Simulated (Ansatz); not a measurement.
Working through energies of removing a hydrogen of CHClFI, SMILES FC(Cl)I

Program: Ansatz's Python interface.

Input file `chclfi.xyz`:
```text
5

F    -0.35670    0.09290    1.36070
C     0.06230    0.12890    0.07260
Cl    1.21180   -1.17830   -0.11370
I    -1.44910   -0.19060   -1.24190
H     0.58160    1.07340   -0.11920
```

Interactive session:
```pycon
>>> import ansatz as az
>>> def total_energy(molecule, charge=0, unpaired=0):
...     calc = (
...         molecule.calculation()
...         .basis(gaussian="def2-TZVP")  # atom-centred Gaussian functions
...         .functional("pbe0")
...         .scf(lower_state_search="light")
...     )
...     if charge:
...         calc = calc.charge(charge)
...     if unpaired:
...         calc = calc.spin("collinear", total=unpaired)
...     return calc.run(threads=1, backend="cpu").report["free_energy_ev"]
...
>>> def without(molecule, index):
...     rest = az.Crystal.molecule()
...     for i, site in enumerate(molecule.cartesian_sites):
...         if i != index:
...             rest = rest.atom(site.symbol, site.position_ang)
...     return rest
...
>>> mol = az.Crystal.molecule_from_extxyz("chclfi.xyz")
>>> whole = total_energy(mol, 0)

>>> hydrogen = total_energy(az.Crystal.molecule().atom("H", (0, 0, 0)), 0, 1)
>>> print(f"E(molecule) = {whole:.5f} eV, E(H) = {hydrogen:.5f} eV")
E(molecule) = -24387.73281 eV, E(H) = -13.63389 eV
>>> for index in [4]:
...     radical = total_energy(without(mol, index), 0, 1)
...     print(f"H{index}: homolysis {23.060548 * (radical + hydrogen - whole):.1f} kcal/mol")
...
H4: homolysis 100.6 kcal/mol
```

Notes:
- These settings explore the input space; basis and method may be short of convergence.
- The geometry is a force-field or estimated start, not a minimum of this method, and the basis set is short of its limit. All parts are taken at fixed geometry, without zero-point energy.
- def2 sets replace the cores of elements past krypton by effective core potentials.
- The spin-orbit lowering of heavy atoms is left out.
- Wall time of the script: 7 s on 1 thread of Intel(R) Xeon(R) 6975P-C (Granite Rapids), on a shared host, peak memory 0.46 GiB.

(Lines on the test bed's own set-up are left out of the output.)
